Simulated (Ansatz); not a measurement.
# CaCdF4: the cost of one run

Program: Ansatz 0.2.0. PAW datasets, plane waves, zero pressure. No spin polarisation and no zero-point or thermal motion; the cell was built from a prototype and may be hypothetical.

### 1 Starting point

This is the cell as the run starts from it, not yet at rest; its lengths are not the crystal's.

Space group P4/mmm (No. 123), tetragonal; conventional cell a = 3.730 Å, c = 5.275 Å, 12.23 Å³ an atom. Around Ca lie 8 F at 2.28 Å; around F lie 2 Ca at 2.28 Å and 2 Cd at 2.28 Å; around Cd lie 8 F at 2.28 Å.

Structure file:

```cif
data_structure
_symmetry_space_group_name_H-M 'P 1'
_symmetry_Int_Tables_number 1
_cell_length_a 3.7302
_cell_length_b 3.7302
_cell_length_c 5.2754
_cell_angle_alpha 90.000
_cell_angle_beta 90.000
_cell_angle_gamma 90.000
_cell_volume 73.40
loop_
_atom_site_label
_atom_site_type_symbol
_atom_site_fract_x
_atom_site_fract_y
_atom_site_fract_z
_atom_site_occupancy
Ca1 Ca 0.00000 0.00000 0.00000 1
F1 F 0.00000 0.50000 0.75000 1
F2 F 0.00000 0.50000 0.25000 1
Cd1 Cd 0.50000 0.50000 0.50000 1
F3 F 0.50000 0.00000 0.25000 1
F4 F 0.50000 0.00000 0.75000 1
```

### 2 Relaxing with PBE

File input.yaml:

```yaml
crystal:
  lattice:
    - [3.73023681, 0.0, 0.0]
    - [0.0, 3.73023681, 0.0]
    - [0.0, 0.0, 5.27535149]
  atoms:
    - { symbol: Ca, position: [0.0, 0.0, 0.0] }
    - { symbol: F, position: [0.0, 0.5, 0.75] }
    - { symbol: F, position: [0.0, 0.5, 0.25] }
    - { symbol: Cd, position: [0.5, 0.5, 0.5] }
    - { symbol: F, position: [0.5, 0.0, 0.25] }
    - { symbol: F, position: [0.5, 0.0, 0.75] }
kpoints:
  mp_grid: { grid: [6, 6, 4] }
hamiltonian:
  xc: pbe
scf:
  occupations: { method: fermi_dirac, width: 0.02 }
relax:
  f_tol: 0.005
  cell: {}
```

Started as:

```sh
ansatz run input.yaml --threads 4 --pin off --max-ram 6451MiB --backend cpu --events-out ev --progress --plain --runs-dir out
```

Q: Estimate wall time and peak memory on 4 threads of AMD EPYC 9R45 (Zen 5), shared host.

About 3.4 s, with a peak of 0.51 GiB.
